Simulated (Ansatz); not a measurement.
# C₂H₃F₂NOSi: a ladder of functionals and wavefunction methods

An exercise on one series of results from a longer session: the logs are not shown, and one member is left open.

Program: Ansatz 0.2.0, Gaussian basis. Level of theory: functionals in def2-TZVPP, the program's frozen cores in correlated methods. These are calculated values, not measurements.

The runs, in order: LDA (SPW92), PBE-D4, revPBE-D4, BLYP-D4, r2SCAN-D4, B97M-V, PBE0-D4, B3LYP-D4, r2SCANh-D4, r2SCAN0-D4, HSE06-D4, BHLYP-D4, CAM-B3LYP-D4, LC-ωPBE, ωB97X-V, ωB97M-V, B2PLYP, PBE-QIDH; CCSD(T)/def2-SVP; CCSD(T)/def2-TZVPP; MP2/def2-QZVPP; extrapolation to the limit; RPA on PBE.

## The relaxed structure

The geometry comes from an earlier relaxation with PBE0-D4 in a triple-zeta def2 set; it is a stationary point, not always the lowest conformer.

10 atoms, charge 0, spin multiplicity 1.

Atoms are counted from 1 here; the program's logs count them from 0.

Bond lengths: C1–Si2 1.829 Å, C1–H8 1.092 Å, C1–H9 1.092 Å, C1–H10 1.092 Å, Si2–F3 1.583 Å, Si2–F4 1.584 Å, Si2–N5 1.691 Å, N5–C6 1.196 Å, C6–O7 1.161 Å. Angles: Si2–C1–H8 110.5°, Si2–C1–H9 110.6°, Si2–C1–H10 110.5°, H8–C1–H9 108.4°, H8–C1–H10 108.3°, H9–C1–H10 108.4°, C1–Si2–F3 111.0°, C1–Si2–F4 111.0°, C1–Si2–N5 112.0°, F3–Si2–F4 106.4°, F3–Si2–N5 108.1°, F4–Si2–N5 108.1°, Si2–N5–C6 160.3°, N5–C6–O7 177.7°.

The first run:

File in.yaml:

```yaml
crystal:
  periodic: [false, false, false]
  atoms:
    - {symbol: C, position_ang: [0.333340, -1.596312, -0.116483]}
    - {symbol: Si, position_ang: [-0.435457, -0.052154, 0.491702]}
    - {symbol: F, position_ang: [-2.011110, -0.108182, 0.345747]}
    - {symbol: F, position_ang: [-0.135189, 0.162566, 2.031620]}
    - {symbol: N, position_ang: [0.120645, 1.306320, -0.347051]}
    - {symbol: C, position_ang: [0.273942, 2.449480, -0.663694]}
    - {symbol: O, position_ang: [0.452077, 3.544322, -1.004857]}
    - {symbol: H, position_ang: [0.109811, -1.743121, -1.175196]}
    - {symbol: H, position_ang: [-0.042960, -2.458199, 0.438329]}
    - {symbol: H, position_ang: [1.418003, -1.555820, 0.002880]}
basis:
  gaussian: {orbitals: def2-TZVPP}
hamiltonian: {xc: lda}
output: {orbitals: {seedname: orbitals}}
```

Steps of the session up to this table: LDA; PBE-D4 (GGA); revPBE-D4 (GGA); BLYP-D4 (GGA); r2SCAN-D4 (meta-GGA); B97M-V (meta-GGA); PBE0-D4 (hybrid); B3LYP-D4 (hybrid); r2SCANh-D4 (hybrid); r2SCAN0-D4 (hybrid); HSE06-D4 (hybrid); BHLYP-D4 (hybrid); CAM-B3LYP-D4 (range-separated); LC-ωPBE (range-separated); ωB97X-V (range-separated); ωB97M-V (range-separated); B2PLYP (double hybrid); PBE-QIDH (double hybrid).

One of the session's tables, all rows but one given; the rest of the session is left out.

It belongs to the step «Frontier levels by functional». 

| functional | HOMO (eV) | gap (eV) |
| --- | --- | --- |
| LDA (SPW92) | -8.11 | 7.12 |
| PBE-D4 | -7.87 | 7.21 |
| revPBE-D4 | -7.78 | 7.25 |
| BLYP-D4 | -7.73 | 7.20 |
| r2SCAN-D4 | -8.21 | 7.88 |
| B97M-V | -8.21 | 8.04 |
| PBE0-D4 | -9.35 | 9.71 |
| B3LYP-D4 | -9.09 | 9.20 |
| r2SCANh-D4 | -8.76 | 8.80 |
| r2SCAN0-D4 | -9.60 | 10.17 |
| HSE06-D4 | -8.94 | 8.93 |
| BHLYP-D4 | -10.73 | 12.06 |
| CAM-B3LYP-D4 | -10.75 | 12.24 |
| LC-ωPBE | -12.08 | 14.80 |
| ωB97X-V | -11.71 | 14.35 |
| ωB97M-V | ? | ? |

Estimate the missing values for ωB97M-V.

**Answer.** HOMO (eV): -11.62; gap (eV): 13.81. In the column «HOMO (eV)» it lies between ωB97X-V (-11.71) and CAM-B3LYP-D4 (-10.75).
